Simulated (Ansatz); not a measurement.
# F2H2Si: the cost of one run

The runs use Ansatz 0.2.0, Gaussian basis; PBE0-D4/def2-TZVP structures, single points in def2-TZVPP, no counterpoise correction.

Levels: SPW92, PBE-D4, BLYP-D4, r2SCAN-D4, B97M-V, PBE0-D4, B3LYP-D4, r2SCAN0-D4, BHLYP-D4, CAM-B3LYP-D4, wB97X-V, wB97M-V, B2PLYP, PBE-QIDH, RPA on PBE, Hartree-Fock, MP2, CCSD, CCSD(T).

Correlated methods freeze the cores. Filled d shells of the heavier atoms are correlated. B3LYP uses VWN-RPA correlation. B2PLYP carries no dispersion term here.

94 further runs of the same task are left out: 94 set aside as unsound or not needed. Runs told in other sessions of the task aren't counted.

## (1) The system as given

The complex: 7 atoms, charge 0, spin multiplicity 1.

Atoms are counted from 1 here; the program's logs count them from 0.

Bond lengths: Si1–F3 1.593 Å, Si1–F4 1.586 Å, Si1–H5 1.473 Å, Si1–H7 1.473 Å, Br2–H6 1.423 Å. Angles: F3–Si1–F4 107.1°, F3–Si1–H5 108.5°, F3–Si1–H7 108.5°, F4–Si1–H5 108.5°, F4–Si1–H7 108.5°, H5–Si1–H7 115.4°.

Geometry (Å):

```xyz
7
charge 0, multiplicity 1
Si   -0.45197    0.74705    0.45958
Br    1.80953   -2.06522   -0.64463
F    -0.89556    0.07038   -0.91264
F    -1.50051    1.89562    0.77249
H    -0.53312   -0.26378    1.52787
H     0.69854   -1.74644   -1.47388
H     0.87299    1.36238    0.27130
```

Its parts: SiH2F2 holds atoms 1, 3, 4, 5, 7; HBr holds atoms 2, 6. Each part counts its atoms afresh in its own runs.

## (2) Relaxing SiH2F2 alone

Contents of relax-a/in.yaml:

```yaml
crystal:
  periodic: [false, false, false]
  atoms:
    - {symbol: Si, position_ang: [-0.451969, 0.747051, 0.459576]}
    - {symbol: F, position_ang: [-0.895563, 0.070380, -0.912636]}
    - {symbol: F, position_ang: [-1.500512, 1.895620, 0.772486]}
    - {symbol: H, position_ang: [-0.533120, -0.263776, 1.527873]}
    - {symbol: H, position_ang: [0.872987, 1.362385, 0.271303]}
basis:
  gaussian: {orbitals: def2-TZVP}
hamiltonian: {xc: pbe0, dispersion: d4}
relax: {f_tol: 0.005, max_steps: 200}
```

Run with:

```console
ansatz run in.yaml --threads 4 --pin off --events-out ev --progress --plain --max-ram 9574MiB
```

**Question.** How long does this run take on 4 threads of Arm Neoverse V1, shared host?

About 4.2 s.
